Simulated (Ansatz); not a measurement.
# Mo3W: the cost of one run

Program: Ansatz 0.2.0. Level of theory: DFT PBE, scalar-relativistic, plane waves, PAW. These are calculated values, not measurements.

## 1. The system as given

It takes space group P4/mmm (No. 123, tetragonal). Conventional cell: a = 3.291 Å, b = 3.291 Å, c = 6.582 Å, α = 90.00°, β = 90.00°, γ = 90.00°. Mo (site symmetry 4mm) is surrounded by 4 Mo at 2.85 Å and 4 W at 2.85 Å. Around Mo (site symmetry 4/mmm) lie 8 Mo at 2.85 Å. W (site symmetry 4/mmm) is surrounded by 8 Mo at 2.85 Å.

Coordinates:

```
CELL_PARAMETERS angstrom
3.29117 0.00000 0.00000
0.00000 3.29117 0.00000
0.00000 0.00000 6.58235
ATOMIC_POSITIONS crystal
Mo 0.50000 0.50000 0.25000
Mo 0.00000 0.00000 0.50000
Mo 0.50000 0.50000 0.75000
W 0.00000 0.00000 0.00000
```

The start is an ordering of an alloy on its end members' structure types: elements ordered on the sites of the Gd type, Mo/W on Gd (P4/mmm, No. 123).

## 2. A first look at the guess

input.yaml

```yaml
crystal:
  lattice:
    - [3.29117262, 0.0, 0.0]
    - [0.0, 3.29117262, 0.0]
    - [0.0, 0.0, 6.58234524]
  atoms:
    - { symbol: Mo, position: [0.5, 0.5, 0.25] }
    - { symbol: Mo, position: [0.0, 0.0, 0.5] }
    - { symbol: Mo, position: [0.5, 0.5, 0.75] }
    - { symbol: W, position: [0.0, 0.0, 0.0] }
basis:
  ecutwfc: 420
kpoints:
  mp_grid: { grid: [6, 6, 4] }
hamiltonian:
  xc: pbe
scf:
  occupations: { method: gaussian, width: 0.1 }
  lower_state_search: "off"
output:
  forces: true
  stress: true
  eigenvalues: true
```

On the command line:

```
$ ansatz run input.yaml --threads 1 --pin off --max-ram 2560MiB --backend cpu --events-out ev --progress --plain --runs-dir out
```

Q: Estimate wall time and peak memory on 1 thread of Intel Xeon 6975P-C (Granite Rapids), shared host.

About 1.6 s, with a peak of 0.38 GiB.
